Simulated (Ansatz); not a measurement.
**AlGeH₆ (doublet): from Hartree-Fock to the top rungs at distance Al1–H4 along a hydrogen transfer = 1.586 Å, cc-pVDZ**

How much of the correlation energy of AlGeH₆ (doublet) does each wave-function method recover here?

Computed with Ansatz 0.2.0, Gaussian basis. Level: cc-pVDZ, core rule «outside noble gas», up to 19 orbitals frozen.

The runs, in order: UHF; CCSD(T) on ROHF; CCSD(T) on UHF; BCCD(T) on ROHF; CISD; CCSDT(Q) on ROHF; CCSDT(Q) on UHF; CASSCF and MRCISD+Q, 3 electrons in 3 orbitals; CASSCF and NEVPT2, 3 electrons in 3 orbitals; CASSCF and MRCISD+Q, 9 electrons in 9 orbitals; CASSCF and NEVPT2, 9 electrons in 9 orbitals.

## Step 1: The geometry

The geometry derives from fragments relaxed apart (PBE0/def2-TZVP) and kept rigid, so it is no stationary point. A hydrogen atom is moved between rigid fragments. No spin-orbit coupling is included. The filled d shell of Ge may be among the frozen orbitals whatever the setting's name suggests; the logs give the count.

8 atoms, charge 0, spin multiplicity 2.

Atoms are counted from 1 here; the program's logs count them from 0.

Bond lengths: Al1–H2 1.586 Å, Al1–H3 1.586 Å, Al1–H4 1.586 Å, Ge5–H6 1.539 Å, Ge5–H7 1.539 Å, Ge5–H8 1.539 Å. Angles: H2–Al1–H3 120.0°, H2–Al1–H4 120.0°, H3–Al1–H4 120.0°, H6–Ge5–H7 111.2°, H6–Ge5–H8 111.2°, H7–Ge5–H8 111.2°.

## Step 2: UHF

Input file in.yaml:

```yaml
crystal:
  periodic: [false, false, false]
  atoms:
    - {symbol: Al, position_ang: [-2.851095, 0.000000, -0.000001]}
    - {symbol: H, position_ang: [-3.644019, 1.373384, -0.000002]}
    - {symbol: H, position_ang: [-3.644019, -1.373384, -0.000002]}
    - {symbol: H, position_ang: [-1.265248, 0.000000, -0.000001]}
    - {symbol: Ge, position_ang: [1.111905, 0.000000, 0.000001]}
    - {symbol: H, position_ang: [1.580572, -1.465915, 0.000001]}
    - {symbol: H, position_ang: [1.580574, 0.732957, -1.269519]}
    - {symbol: H, position_ang: [1.580573, 0.732957, 1.269520]}
basis:
  gaussian: {orbitals: cc-pVDZ}
magnetization: {spin_polarized: true, initial_magnetization: 1}
hamiltonian: {xc: hf}
output: {orbitals: {seedname: orbitals}}
```

Launch:

```
$ ansatz run in.yaml --threads 1 --pin off --events-out ev --progress --plain --max-ram 2816MiB --backend cpu
```

After this run come: CCSD(T) on ROHF; CCSD(T) on UHF; BCCD(T) on ROHF; CISD; CCSDT(Q) on ROHF; CCSDT(Q) on UHF; CASSCF and MRCISD+Q, 3 electrons in 3 orbitals; CASSCF and NEVPT2, 3 electrons in 3 orbitals; CASSCF and MRCISD+Q, 9 electrons in 9 orbitals; CASSCF and NEVPT2, 9 electrons in 9 orbitals.

Before running them: what should the planned runs give, taken together? Wanted: UCCSDT(Q) below the RHF energy; RMP2 from UCCSDT(Q); UMP2 from UCCSDT(Q); RCCSD from UCCSDT(Q); RCCSD(T) from UCCSDT(Q); UCCSD(T) from UCCSDT(Q); RCCSDT(Q) from UCCSDT(Q); NEVPT2 pair from UCCSDT(Q); MRCISD+Q pair from UCCSDT(Q).

**Answer**, as computed:

| quantity | value |
| --- | --- |
| UCCSDT(Q) below the RHF energy | -6.2600 eV |
| RMP2 from UCCSDT(Q) | +144.1 kJ/mol |
| UMP2 from UCCSDT(Q) | +143.6 kJ/mol |
| RCCSD from UCCSDT(Q) | +13.3 kJ/mol |
| RCCSD(T) from UCCSDT(Q) | +3.4 kJ/mol |
| UCCSD(T) from UCCSDT(Q) | +3.0 kJ/mol |
| RCCSDT(Q) from UCCSDT(Q) | +0.4 kJ/mol |
| NEVPT2 pair from UCCSDT(Q) | +143.3 kJ/mol |
| MRCISD+Q pair from UCCSDT(Q) | +3.0 kJ/mol |
| NEVPT2 frontier from UCCSDT(Q) | +130.2 kJ/mol |
| levels within 1 kcal/mol (43 meV) | RCCSD(T), UCCSD(T), BCCD(T), RCCSDT, UCCSDT, RCCSDT(Q), MRCISD+Q pair, MRCISD+Q frontier |
| T1 diagnostic | 0.015 |

What this shows: RCCSD(T) lands +3.4 kJ/mol from the yardstick (0.6 % of the correlation energy). Of the multireference levels listed MRCISD+Q frontier comes nearest in total energy (+2.1 kJ/mol), which doesn't show that its space is the better one. These misses are within one basis, not against nature; the frozen cores of restricted and unrestricted runs differ, which can shift their rows.
